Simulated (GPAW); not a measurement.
**MgB in GPAW: the effect of potentials**

The system is MgB.

```
CELL_PARAMETERS angstrom
2.89515 0.00000 0.00000
0.00000 2.89515 0.00000
0.00000 0.00000 2.89515
ATOMIC_POSITIONS crystal
Mg 0.00000 0.00000 0.00000
B 0.50000 0.50000 0.50000
```

The cell was built by a generator and needn't be a form met in nature.

Alike in all runs:

| Quantity | Value |
| --- | --- |
| Program | GPAW 26.7.0 |
| Task | band structure |
| Functional | LDA |
| Cutoff | 800 eV |
| Basis | pw |
| k mesh | 9 × 9 × 9 |
| Occupations | fermi-dirac, width 0.05 eV |
| Spin | no spin polarisation |

```tsv
potentials	pressure (GPa)
GPAW stock	-5.2
GPAW stock, other valence	?
PAW data sets made by gpaw-setup for the functional	-5.2
JTH PAW 2.0	-5.0
```

Task: What does the run with potentials GPAW stock, other valence give?

Result: Pressure -3.4 GPa.

Caveats: the program truncates these outside data sets (some runs).

The runs don't all hold the same shells in valence.
